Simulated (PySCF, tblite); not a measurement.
# C₅H₁₄BFSi: geometry, infrared bands and NMR shifts

Wanted: the infrared bands and NMR shifts of C₅H₁₄BFSi (`B[C@@H](CC)C[C@H](F)[SiH3]`), by calculation.

Programs: tblite 0.8.0 and PySCF 2.14.0, with density-fitted response routines of our own. Each step states its level of theory. These are calculated values for one molecule in the gas phase, unless marked as measured. Atoms count from 0, in the outputs and in this text.

## 1. The molecule as given

22 atoms, charge 0, multiplicity 1; geometry from: force field or distance geometry start.

Bonds of the start (Å): B0–C1 1.60, C1–C2 1.50, C2–C3 1.51, C1–C4 1.52, C4–C5 1.50, C5–F6 1.38, C5–Si7 1.88, B0–H8 1.18, B0–H9 1.17, C1–H10 1.11, C2–H11 1.11, C2–H12 1.11, C3–H13 1.10, C3–H14 1.10, C3–H15 1.09, C4–H16 1.11, C4–H17 1.12, C5–H18 1.10, Si7–H19 1.48, Si7–H20 1.45, Si7–H21 1.46.

## 2. Optimising the geometry with GFN2-xTB

Job settings and geometry (Å):

```
{"job": {"kind": "relax", "xc": "GFN2-xTB", "basis": "xTB"}, "charge": 0, "multiplicity": 1}
B      0.676900    -1.401800    -0.882300
C      0.627800    -0.227300     0.207500
C      1.739200     0.761100     0.001800
C      3.097200     0.102000     0.071400
C     -0.683500     0.524700     0.064700
C     -1.795400    -0.459200     0.271400
F     -1.710600    -1.474800    -0.656300
Si    -3.414900     0.464700     0.059900
H      0.480800    -2.503400    -0.499600
H      1.341100    -1.162600    -1.818400
H      0.636300    -0.734300     1.195700
H      1.691600     1.617300     0.701300
H      1.648300     1.179600    -1.023600
H      3.770700     0.788900     0.597800
H      3.021700    -0.836100     0.650200
H      3.503800    -0.059800    -0.928500
H     -0.754900     1.037800    -0.914000
H     -0.711900     1.236300     0.923100
H     -1.737600    -0.896100     1.277900
H     -3.581200     0.717300    -1.385000
H     -3.342000     1.729700     0.773600
H     -4.513900    -0.384700     0.508900
```

Command:

```console
OMP_NUM_THREADS=1 python probes_run.py task.json out
```

This one command runs all jobs of the session in turn.

**Question.** This job is followed by: GFN2-xTB harmonic vibrations, gas phase; GIAO PBE0/pcSseg-1 NMR shielding, non-relativistic, gas phase. Predict these results of the whole session: strongest single infrared mode (GFN2-xTB); zero-point energy (GFN2-xTB); ¹³C shifts against TMS (PBE0/pcSseg-1); ¹H shifts against TMS (PBE0/pcSseg-1, means over atoms taken as alike); ¹¹B shifts against BF3·OEt2 (PBE0/pcSseg-1); ¹⁹F shifts against CFCl3 (PBE0/pcSseg-1); ²⁹Si shifts against TMS (PBE0/pcSseg-1); surface potential, 1st and 99th percentile.

**Answer**, as computed:

| quantity | value |
| --- | --- |
| strongest single infrared mode (GFN2-xTB) | 778 cm⁻¹, 416 km/mol |
| zero-point energy (GFN2-xTB) | 110.4 kcal/mol |
| ¹³C shifts against TMS (PBE0/pcSseg-1) | 96.0, 46.6, 37.5, 31.8, 19.2 ppm |
| ¹H shifts against TMS (PBE0/pcSseg-1, means over atoms taken as alike) | 5.82, 4.74, 3.96, 2.04, 1.90, 1.69, 1.66, 1.54, 0.94 ppm |
| ¹¹B shifts against BF3·OEt2 (PBE0/pcSseg-1) | 53.6 ppm |
| ¹⁹F shifts against CFCl3 (PBE0/pcSseg-1) | -234.7 ppm |
| ²⁹Si shifts against TMS (PBE0/pcSseg-1) | -70.7 ppm |
| surface potential, 1st and 99th percentile | -0.82 V and 1.27 V |

What this shows: Over 131 steps the energy fell by 0.693 eV; of the close pairs, C5–Si7 changed most, 1.876 to 1.919 Å. All 60 modes are real, so the xTB geometry is a minimum. The strongest single mode, at 778 cm⁻¹, is spread over several atoms, H21, H19, H20 among them. Unscaled tight-binding wavenumbers are off by several per cent, some by more. Its intensities can rank the bands wrongly. The most deshielded carbon is C5 (sp3 CH bonded to F and Si), at 96.0 ppm: deshielded by the electronegative neighbour.
